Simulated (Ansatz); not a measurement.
# HfHCl3O (SMILES Cl[Hf](Cl)(Cl)O): levels of theory compared

Wanted: a comparison of 5 runs (HF/def2-SVP, HF/def2-TZVP, PBE0/def2-SVP, SVWN5/def2-SVP, wB97X/def2-TZVP) of HfHCl3O. 

The calculation is run with Ansatz 0.2.0.

6 further runs of the same task are left out: 1 for a known fault of the program, 1 that didn't finish, 4 set aside as unsound or not needed. Runs told in other sessions of the task aren't counted.

## (1) The system as given

The species is HfHCl3O (6 atoms), meant as a singlet with charge 0. SMILES: `Cl[Hf](Cl)(Cl)O`. The coordinates come from a PBE0-D4/def2-TZVP relaxation.

Bond lengths: Cl1–Hf2 2.337 Å, Hf2–Cl3 2.337 Å, Hf2–Cl4 2.337 Å, Hf2–O5 1.881 Å, O5–H6 0.953 Å. Angles: Cl1–Hf2–Cl3 109.7°, Cl1–Hf2–Cl4 109.7°, Cl1–Hf2–O5 109.2°, Cl3–Hf2–Cl4 109.7°, Cl3–Hf2–O5 109.2°, Cl4–Hf2–O5 109.2°, Hf2–O5–H6 179.9°.

## (2) Energy and forces at HF/def2-SVP (core potential) (run 1)

Input file run.yaml:

```yaml
crystal:
  periodic: [false, false, false]
  atoms:
    - {symbol: Cl, position_ang: [0.876760, -0.101050, -2.336560]}
    - {symbol: Hf, position_ang: [-0.022850, -0.350510, -0.194310]}
    - {symbol: Cl, position_ang: [-2.262380, -0.999350, -0.349730]}
    - {symbol: Cl, position_ang: [1.185990, -1.965090, 0.985740]}
    - {symbol: O, position_ang: [0.084060, 1.291990, 0.717110]}
    - {symbol: H, position_ang: [0.138420, 2.124020, 1.177740]}
basis:
  gaussian:
    orbitals: def2-SVP
output:
  forces: true
  orbitals: {seedname: orbitals}
accuracy: high
hamiltonian:
  xc: hf
```

Started as:

```sh
$ ansatz run run.yaml --threads 1 --pin off --max-ram 3480MiB --events-out events.jsonl --progress --plain --runs-dir runs
```

What it wrote:

```text
Warning: RAYON_NUM_THREADS=1 ignored (pool sized by the plan → 1); use --threads N
Functional definition: HF
  name "HF"
  exchange = exact_x
  correlation = 0
2132 factors; integrals over basis functions are off by at most 4.0e-9 eV
mean field evaluation 1: about -40847.1806 eV, gradient 4.2e1 eV
mean field evaluation 2: about -40847.2632 eV, gradient 4.3e1 eV
mean field evaluation 4: about -40851.2406 eV, gradient 2.3e0 eV
mean field evaluation 8: about -40851.2740 eV, gradient 1.9e-1 eV
mean field evaluation 16: about -40851.2741 eV, gradient 8.9e-9 eV
mean field -40851.27412254 eV, -1501.2566340151 hartree, gradient 8.9e-9 eV, S^2 0.000000; 0 other end points of the search recorded, 0 dependent functions left out
the calculation of the forces begins
reference -40851.27412254 eV, -1501.2566340151 hartree; 36, 36 occupied and 69, 69 virtual orbitals, 2132 factors
Total energy: -40851.27412254 eV, -1501.2566340151 hartree
Atom 0 at     0.876760    -0.101050    -2.336560 Å, force     0.275954     0.082377    -0.653104 eV/Å
Atom 1 at    -0.022850    -0.350510    -0.194310 Å, force     0.009390     0.141646     0.078483 eV/Å
Atom 2 at    -2.262380    -0.999350    -0.349730 Å, force    -0.686315    -0.192878    -0.044441 eV/Å
Atom 3 at     1.185990    -1.965090     0.985740 Å, force     0.371076    -0.488870     0.365170 eV/Å
Atom 4 at     0.084060     1.291990     0.717110 Å, force     0.070844     1.082850     0.599420 eV/Å
Atom 5 at     0.138420     2.124020     1.177740 Å, force    -0.040948    -0.625125    -0.345528 eV/Å
Dipole moment:     0.036504     0.559732     0.310196 e Å
```

Wall time 6.3 s (1 thread of Arm Neoverse V2, shared host); peak memory 0.36 GiB.

## (3) Energy and forces at HF/def2-TZVP (core potential) (run 2)

Input file input.yaml:

```yaml
crystal:
  periodic: [false, false, false]
  atoms:
    - {symbol: Cl, position_ang: [0.876760, -0.101050, -2.336560]}
    - {symbol: Hf, position_ang: [-0.022850, -0.350510, -0.194310]}
    - {symbol: Cl, position_ang: [-2.262380, -0.999350, -0.349730]}
    - {symbol: Cl, position_ang: [1.185990, -1.965090, 0.985740]}
    - {symbol: O, position_ang: [0.084060, 1.291990, 0.717110]}
    - {symbol: H, position_ang: [0.138420, 2.124020, 1.177740]}
basis:
  gaussian:
    orbitals: def2-TZVP
output: {forces: true, orbitals: {seedname: orbitals}}
hamiltonian:
  xc: hf
accuracy: high
```

Started as:

```sh
$ ansatz run input.yaml --threads 1 --pin off --max-ram 3480MiB --events-out events.jsonl --progress --plain --runs-dir runs
```

What it wrote:

```text
Warning: RAYON_NUM_THREADS=1 ignored (pool sized by the plan → 1); use --threads N
[... 4 set-up lines as earlier in the session ...]
3071 factors; integrals over basis functions are off by at most 1.1e-6 eV
mean field evaluation 1: about -40862.4465 eV, gradient 4.6e1 eV
mean field evaluation 2: about -40862.6375 eV, gradient 4.7e1 eV
mean field evaluation 4: about -40866.9557 eV, gradient 2.6e0 eV
mean field evaluation 8: about -40867.0020 eV, gradient 2.6e-1 eV
mean field evaluation 16: about -40867.0024 eV, gradient 1.3e-8 eV
mean field -40867.00235975 eV, -1501.8346360716 hartree, gradient 9.8e-8 eV, S^2 0.000000; 0 other end points of the search recorded, 0 dependent functions left out
the calculation of the forces begins
reference -40867.00235975 eV, -1501.8346360716 hartree; 36, 36 occupied and 152, 152 virtual orbitals, 3071 factors
Total energy: -40867.00235975 eV, -1501.8346360716 hartree
Atom 0 at     0.876760    -0.101050    -2.336560 Å, force     0.218016     0.058324    -0.520908 eV/Å
Atom 1 at    -0.022850    -0.350510    -0.194310 Å, force     0.021075     0.320769     0.177688 eV/Å
Atom 2 at    -2.262380    -0.999350    -0.349730 Å, force    -0.543925    -0.159579    -0.039015 eV/Å
Atom 3 at     1.185990    -1.965090     0.985740 Å, force     0.293408    -0.393936     0.285382 eV/Å
Atom 4 at     0.084060     1.291990     0.717110 Å, force     0.068620     1.048855     0.580613 eV/Å
Atom 5 at     0.138420     2.124020     1.177740 Å, force    -0.057193    -0.874433    -0.483760 eV/Å
Dipole moment:     0.034777     0.533281     0.295544 e Å
```

It took 24 s on 1 thread of Arm Neoverse V2, shared host; peak memory 0.84 GiB.

Run 3 isn't shown in full; the table further down has it.

## (4) Energy and gradient at SVWN5/def2-SVP (core potential) (run 4)

Input file molecule.yaml:

```yaml
crystal:
  periodic: [false, false, false]
  atoms:
    - {symbol: Cl, position_ang: [0.876760, -0.101050, -2.336560]}
    - {symbol: Hf, position_ang: [-0.022850, -0.350510, -0.194310]}
    - {symbol: Cl, position_ang: [-2.262380, -0.999350, -0.349730]}
    - {symbol: Cl, position_ang: [1.185990, -1.965090, 0.985740]}
    - {symbol: O, position_ang: [0.084060, 1.291990, 0.717110]}
    - {symbol: H, position_ang: [0.138420, 2.124020, 1.177740]}
basis:
  gaussian:
    orbitals: def2-SVP
total_charge: 0
hamiltonian:
  xc: {name: SVWN5}
accuracy: high
output: {forces: true, orbitals: {seedname: orbitals}}
```

Started as:

```sh
$ ansatz run molecule.yaml --threads 1 --pin off --max-ram 3480MiB --events-out events.jsonl --progress --plain --runs-dir runs
```

What it wrote:

```text
Warning: RAYON_NUM_THREADS=1 ignored (pool sized by the plan → 1); use --threads N
Functional definition: SVWN5
  name "SVWN5"
  exchange = slater_x
  correlation = vwn5_c
2132 factors; integrals over basis functions are off by at most 4.0e-9 eV
mean field evaluation 1: about -40788.0899 eV, gradient 6.1e1 eV
mean field evaluation 2: about -40697.8790 eV, gradient 2.0e2 eV
mean field evaluation 4: about -40794.2191 eV, gradient 1.3e1 eV
mean field evaluation 8: about -40794.6905 eV, gradient 2.8e-1 eV
mean field evaluation 16: about -40794.6907 eV, gradient 6.3e-6 eV
mean field -40794.69065261 eV, -1499.1772298488 hartree, gradient 5.1e-8 eV, S^2 0.000000; 0 other end points of the search recorded, 0 dependent functions left out
the calculation of the forces begins
reference -40794.69065826 eV, -1499.1772300565 hartree; 36, 36 occupied and 69, 69 virtual orbitals, 2132 factors
Total energy: -40794.69065826 eV, -1499.1772300565 hartree
Atom 0 at     0.876760    -0.101050    -2.336560 Å, force    -0.054916    -0.004155     0.138596 eV/Å
Atom 1 at    -0.022850    -0.350510    -0.194310 Å, force    -0.010825    -0.169170    -0.094152 eV/Å
Atom 2 at    -2.262380    -0.999350    -0.349730 Å, force     0.138612     0.051339     0.015759 eV/Å
Atom 3 at     1.185990    -1.965090     0.985740 Å, force    -0.073661     0.110900    -0.066348 eV/Å
Atom 4 at     0.084060     1.291990     0.717110 Å, force    -0.050119    -0.769214    -0.426238 eV/Å
Atom 5 at     0.138420     2.124020     1.177740 Å, force     0.050909     0.780300     0.432384 eV/Å
Dipole moment:     0.035300     0.541272     0.299963 e Å
```

Run time: 9 s. Hardware: 1 thread of Arm Neoverse V2, shared host.

## (5) Energy and gradient at wB97X/def2-TZVP (core potential) (run 5)

Input file job.yaml:

```yaml
basis:
  gaussian:
    orbitals: def2-TZVP
crystal:
  periodic: [false, false, false]
  atoms:
    - {symbol: Cl, position_ang: [0.876760, -0.101050, -2.336560]}
    - {symbol: Hf, position_ang: [-0.022850, -0.350510, -0.194310]}
    - {symbol: Cl, position_ang: [-2.262380, -0.999350, -0.349730]}
    - {symbol: Cl, position_ang: [1.185990, -1.965090, 0.985740]}
    - {symbol: O, position_ang: [0.084060, 1.291990, 0.717110]}
    - {symbol: H, position_ang: [0.138420, 2.124020, 1.177740]}
magnetization:
  spin_polarized: false
  initial_magnetization: 0
hamiltonian:
  xc: {name: wB97X}
accuracy: high
output:
  forces: true
  orbitals: {seedname: orbitals}
```

Started as:

```sh
$ ansatz run job.yaml --threads 1 --pin off --max-ram 3480MiB --events-out events.jsonl --progress --plain --runs-dir runs
```

What it wrote:

```text
Warning: RAYON_NUM_THREADS=1 ignored (pool sized by the plan → 1); use --threads N
[... 30 lines left out ...]
Total energy: -40948.77868339 eV, -1504.8398605354 hartree
[... 6 lines left out ...]
Dipole moment:     0.035193     0.539703     0.299112 e Å
```

It took 100 s on 1 thread of Arm Neoverse V2, shared host; peak memory 1.4 GiB.

## (6) All runs side by side

```tsv
run	level	core potential	energy (Eh)	dipole moment (D)	HOMO energy (eV)	LUMO energy (eV)	wall time
1	HF/def2-SVP (core potential)	def2-SVP	-1501.256634	3.08	-12.57	1.97	6.3 s
2	HF/def2-TZVP (core potential)	def2-TZVP	-1501.834636	2.93	-12.57	1.91	24 s
3	PBE0/def2-SVP (core potential)	def2-SVP	-1503.723654	3.03	-9.28	-1.36	18 s
4	SVWN5/def2-SVP (core potential)	def2-SVP	-1499.177230	2.98	-7.93	-2.28	9 s
5	wB97X/def2-TZVP (core potential)	def2-TZVP	-1504.839861	2.97	-11.72	0.68	100 s
```

## (7) Summary of results

| quantity | value |
| --- | --- |
| run 5: total energy | -1504.83986 Eh |
| run 5: dipole moment | 2.97 D |
| run 5: HOMO energy | -11.72 eV |
| run 5: LUMO energy | 0.68 eV |
| run 5: HOMO–LUMO gap | 12.39 eV |
| run 5: largest force on an atom | 0.260 eV/Å |

In words: The dipole moment (its size) runs from 2.93 D (HF/def2-TZVP) to 3.08 D (HF/def2-SVP). The HOMO–LUMO gap runs from 5.65 eV (SVWN5/def2-SVP) to 14.54 eV (HF/def2-SVP). Exact exchange widens orbital gaps. Totals of different functionals can't be ranked against each other. All runs together took 2.6 min, the longest 100 s.
